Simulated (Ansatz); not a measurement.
# CH7B2N: the cost of one run

All numbers are computed with Ansatz 0.2.0 through its Python package. Level of theory: B3LYP+D4/cc-pVDZ.

## (1) Starting point

Bond lengths: B1–N2 1.496 Å, N2–B3 1.508 Å, N2–C4 1.509 Å, B1–H5 1.228 Å, B1–H6 1.225 Å, B3–H7 1.245 Å, B3–H8 1.135 Å, C4–H9 1.054 Å, C4–H10 1.113 Å, C4–H11 1.133 Å. Angles (14 of 15 angles, heavy atoms first): B1–N2–B3 107.0°, B1–N2–C4 107.8°, B3–N2–C4 108.9°, N2–B1–H5 119.1°, N2–B1–H6 120.4°, N2–B3–H7 120.2°, N2–B3–H8 123.4°, N2–C4–H9 111.6°, N2–C4–H10 105.6°, N2–C4–H11 105.2°, H5–B1–H6 109.9°, H7–B3–H8 116.4°, H9–C4–H10 114.5°, H9–C4–H11 114.1°.

The script holds or builds the structure itself.

## (2) Script

Input file ch7b2n.py:

```python
"""Rigid torsion scan of CH7B2N."""

import ansatz
from ase import Atoms

BASIS_SET = "cc-pVDZ"
XC = "b3lyp"
DISPERSION = "d4"
FORCE_TOL = 0.02


def main() -> None:
    atoms = Atoms(["B", "N", "B", "C", "H", "H", "H", "H", "H", "H", "H"], positions=[
        [-0.3533, 1.384, 0.0502],
        [-0.529, -0.1015, 0.0239],
        [-0.0406, -0.6259, 1.3512],
        [0.3499, -0.6508, -1.0735],
        [-0.3891, 2.0084, -1.0062],
        [-0.855, 2.0524, 0.946],
        [1.1429, -0.4504, 1.6963],
        [-0.6878, -1.2324, 2.0595],
        [1.3566, -0.3655, -0.9444],
        [-0.1101, -0.3047, -2.0263],
        [0.1808, -1.7706, -1.0561],
    ])

    # relax first, so that the scan starts from a minimum
    first = (
        ansatz.Crystal.molecule_from_ase(atoms).calculation()
        .basis(gaussian=BASIS_SET)
        .functional(XC, dispersion=DISPERSION)
        .scf(lower_state_search="off")
        .relax(force_tolerance=FORCE_TOL, max_steps=80)
    )
    atoms.positions = first.run(threads=1, backend="cpu").report["positions_ang"]

    start = atoms.get_dihedral(0, 1, 2, 6)
    energies = {}
    for turn in range(0, 360, 30):
        turned = atoms.copy()
        turned.set_dihedral(0, 1, 2, 6, start + turn, indices=[2, 6, 7])
        calc = (
            ansatz.Crystal.molecule_from_ase(turned).calculation()
            .basis(gaussian=BASIS_SET)
            .functional(XC, dispersion=DISPERSION)
            .scf(lower_state_search="off")
        )
        energies[round((start + turn) % 360)] = calc.run(threads=1, backend="cpu").report["free_energy_ev"]
    floor = min(energies.values())
    print("dihedral B0-N1-B2-H6 (deg)   E - E(min) (kcal/mol)")
    for angle, e in sorted(energies.items()):
        print(f"{angle:8d} {23.060548 * (e - floor):14.3f}  " + "#" * int(30 * (e - floor) / max(max(energies.values()) - floor, 1e-9)))


if __name__ == "__main__":
    main()
```

## (3) The input behind the calls

The engine receives this input (first run):

```yaml
crystal:
  periodic: [false, false, false]
  atoms:
    - { symbol: B, position_ang: [-0.3533, 1.384, 0.0502] }
    - { symbol: "N", position_ang: [-0.529, -0.1015, 0.0239] }
    - { symbol: B, position_ang: [-0.0406, -0.6259, 1.3512] }
    - { symbol: C, position_ang: [0.3499, -0.6508, -1.0735] }
    - { symbol: H, position_ang: [-0.3891, 2.0084, -1.0062] }
    - { symbol: H, position_ang: [-0.855, 2.0524, 0.946] }
    - { symbol: H, position_ang: [1.1429, -0.4504, 1.6963] }
    - { symbol: H, position_ang: [-0.6878, -1.2324, 2.0595] }
    - { symbol: H, position_ang: [1.3566, -0.3655, -0.9444] }
    - { symbol: H, position_ang: [-0.1101, -0.3047, -2.0263] }
    - { symbol: H, position_ang: [0.1808, -1.7706, -1.0561] }
basis:
  gaussian:
    orbitals: cc-pVDZ
hamiltonian:
  xc: b3lyp
  dispersion: d4
scf:
  lower_state_search: "off"
relax:
  f_tol: 0.02
  max_steps: 80
```

## (4) The run

Run with:

```bash
$ python ch7b2n.py
```

What time and memory should one allow on 1 thread of Arm Neoverse V2, shared host?

About 43 s, with a peak of 0.22 GiB.
